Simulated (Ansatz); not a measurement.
# C2H6F2OSi: how energies converge with the basis set

How large a basis does C2H6F2OSi need? Two functionals are run in growing sets.

The runs use Ansatz 0.2.0, Gaussian basis; one geometry, several basis sets.

Plan: PBE0-D4/def2-SVP; ωB97M-V/def2-SVP; PBE0-D4/def2-QZVPP; ωB97M-V/def2-QZVPP; the functionals' def2-TZVPP values are taken from earlier runs.

**1. Structure used throughout**

All runs share one geometry, relaxed beforehand with PBE0-D4 in a triple-zeta def2 set.

SMILES `C[Si](F)(F)CO`, 12 atoms, charge 0, spin multiplicity 1.

Atoms are counted from 1 here; the program's logs count them from 0.

Bond lengths: C1–Si2 1.840 Å, C1–H7 1.092 Å, C1–H8 1.092 Å, C1–H9 1.092 Å, Si2–F3 1.600 Å, Si2–F4 1.594 Å, Si2–C5 1.869 Å, C5–O6 1.427 Å, C5–H10 1.094 Å, C5–H11 1.099 Å, O6–H12 0.961 Å. Angles: Si2–C1–H7 110.9°, Si2–C1–H8 110.8°, Si2–C1–H9 110.0°, H7–C1–H8 108.3°, H7–C1–H9 108.5°, H8–C1–H9 108.2°, C1–Si2–F3 109.0°, C1–Si2–F4 110.1°, C1–Si2–C5 115.5°, F3–Si2–F4 106.6°, F3–Si2–C5 105.6°, F4–Si2–C5 109.7°, Si2–C5–O6 109.8°, Si2–C5–H10 110.6°, Si2–C5–H11 111.6°, O6–C5–H10 106.5°, O6–C5–H11 112.0°, H10–C5–H11 106.2° and more.

**2. PBE0-D4 in def2-SVP**

in.yaml

```yaml
crystal:
  periodic: [false, false, false]
  atoms:
    - {symbol: C, position_ang: [-1.555247, -0.440097, 0.648175]}
    - {symbol: Si, position_ang: [0.151364, -0.747981, 0.032314]}
    - {symbol: F, position_ang: [1.114418, -1.017935, 1.280948]}
    - {symbol: F, position_ang: [0.182306, -2.068910, -0.859455]}
    - {symbol: C, position_ang: [0.933221, 0.664630, -0.909360]}
    - {symbol: O, position_ang: [1.111409, 1.783540, -0.042459]}
    - {symbol: H, position_ang: [-1.883963, -1.247759, 1.305804]}
    - {symbol: H, position_ang: [-2.259740, -0.365875, -0.183467]}
    - {symbol: H, position_ang: [-1.587125, 0.497667, 1.207504]}
    - {symbol: H, position_ang: [0.276564, 0.999717, -1.717129]}
    - {symbol: H, position_ang: [1.875155, 0.360138, -1.386023]}
    - {symbol: H, position_ang: [1.718636, 1.527763, 0.657246]}
basis:
  gaussian: {orbitals: def2-SVP}
hamiltonian: {xc: pbe0, dispersion: d4}
output: {orbitals: {seedname: orbitals}}
```

The runs that follow: ωB97M-V in def2-SVP; PBE0-D4 in def2-QZVPP; ωB97M-V in def2-QZVPP.

Before running them: what should the planned runs give, taken together? Wanted: PBE0-D4: double and triple zeta above quadruple; ωB97M-V: double and triple zeta above quadruple.

The runs gave:

| quantity | value |
| --- | --- |
| PBE0-D4: double and triple zeta above quadruple | 15.74, 0.83 eV |
| ωB97M-V: double and triple zeta above quadruple | 16.02, 0.78 eV |

In words: For PBE0-D4 the step from double to triple zeta gains 14.92 eV and the next only 0.83 eV. Total energies overstate the basis error of differences, where much of it tends to cancel. The LUMO of ωB97M-V is positive and keeps falling with the basis (2.97 to 1.51 eV): an unbound level that the basis holds in place.
